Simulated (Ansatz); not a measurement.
**AuH₄NS (SMILES [NH3+][Au-][SH]): a rigid scan of the bond length N1–H6**

How does the energy rise as the bond length N1–H6 leaves its equilibrium value, and do density functionals follow CCSD(T)? No other atom is relaxed.

Method: single points in def2-TZVPP; program: Ansatz 0.2.0, Gaussian basis.

Levels: PBE-D4, r2SCAN-D4, PBE0-D4, B3LYP-D4, wB97M-V, Hartree-Fock, MP2, CCSD, CCSD(T). The scan takes 0.893, 0.928, 0.980, 1.040, 1.107 Å.

Correlated methods freeze the cores. Filled d shells of the heavier atoms are correlated. Core potentials replace the inner electrons past krypton, and spin-orbit coupling is left out. B3LYP uses VWN-RPA correlation.

23 further runs of the same task are left out: 23 set aside as unsound or not needed.

## Step 1: Starting geometry

The minimum, relaxed at PBE0-D4: SMILES `[NH3+][Au-][SH]`, 7 atoms, charge 0, spin multiplicity 1.

Atoms are counted from 1 here; the program's logs count them from 0.

Bond lengths: N1–Au2 2.126 Å, N1–H4 1.014 Å, N1–H5 1.014 Å, N1–H6 1.014 Å, Au2–S3 2.250 Å, S3–H7 1.345 Å. Angles: Au2–N1–H4 111.2°, Au2–N1–H5 110.6°, Au2–N1–H6 110.9°, H4–N1–H5 108.0°, H4–N1–H6 108.1°, H5–N1–H6 107.9°, N1–Au2–S3 178.3°, Au2–S3–H7 96.7°.

Coordinates:

```xyz
7

N    -1.04285    0.65038   -0.73007
Au    0.34297   -0.35731    0.52864
S     1.76300   -1.42830    1.90652
H    -1.75641    0.01591   -1.07186
H    -0.56947    1.05103   -1.53264
H    -1.50327    1.40392   -0.23119
H     2.82734   -1.40372    1.08480
```

Energies of the minimum (eV), from earlier single points: PBE-D4 -16081.95321, r2SCAN-D4 -16087.29789, PBE0-D4 -16081.64155, B3LYP-D4 -16089.37207, wB97M-V -16083.34468, CCSD(T) -16062.01150.

At the minimum the bond length N1–H6 is 1.014 Å.

## Step 2: N1–H6 = 0.893 Å

ccsdt-tzvpp/in.yaml reads:

```yaml
crystal:
  periodic: [false, false, false]
  atoms:
    - {symbol: N, position_ang: [-1.042852, 0.650381, -0.730071]}
    - {symbol: Au, position_ang: [0.342966, -0.357314, 0.528642]}
    - {symbol: S, position_ang: [1.762995, -1.428296, 1.906519]}
    - {symbol: H, position_ang: [-1.756407, 0.015908, -1.071857]}
    - {symbol: H, position_ang: [-0.569475, 1.051025, -1.532644]}
    - {symbol: H, position_ang: [-1.448228, 1.313842, -0.290824]}
    - {symbol: H, position_ang: [2.827339, -1.403722, 1.084798]}
basis:
  gaussian: {orbitals: def2-TZVPP}
correlation: {method: ccsd_t}
```

No record of the launch command was kept for these runs.

After this run come: N1–H6 = 0.928 Å; N1–H6 = 0.980 Å; N1–H6 = 1.040 Å; N1–H6 = 1.107 Å.

What does the calculation give? Wanted: highest point, CCSD(T); lowest point, CCSD(T); minimum along the scan, CCSD(T); RMS deviation from CCSD(T); largest T1 diagnostic.

The runs gave:

| quantity | value |
| --- | --- |
| highest point, CCSD(T) | 9.7 kcal/mol at 0.893 Å |
| lowest point, CCSD(T) | 0.0 kcal/mol at 1.014 Å |
| minimum along the scan, CCSD(T) | 1.014 Å |
| curvature there | 43.9 eV/Å² |
| RMS deviation from CCSD(T) | PBE-D4 0.7, r2SCAN-D4 0.1, PBE0-D4 0.0, B3LYP-D4 0.1, wB97M-V 0.1, Hartree-Fock 1.2, MP2 0.1, CCSD 0.2 kcal/mol |
| largest T1 diagnostic | 0.014 |

**Reading.** A polynomial through the near points puts the CCSD(T) minimum at the PBE0-D4 value. The third derivative is negative, the usual anharmonicity of a bond. Curvature against CCSD(T): PBE-D4 -6 %, Hartree-Fock +12 %. The curve of PBE0-D4 lies nearest to CCSD(T), that of Hartree-Fock farthest.
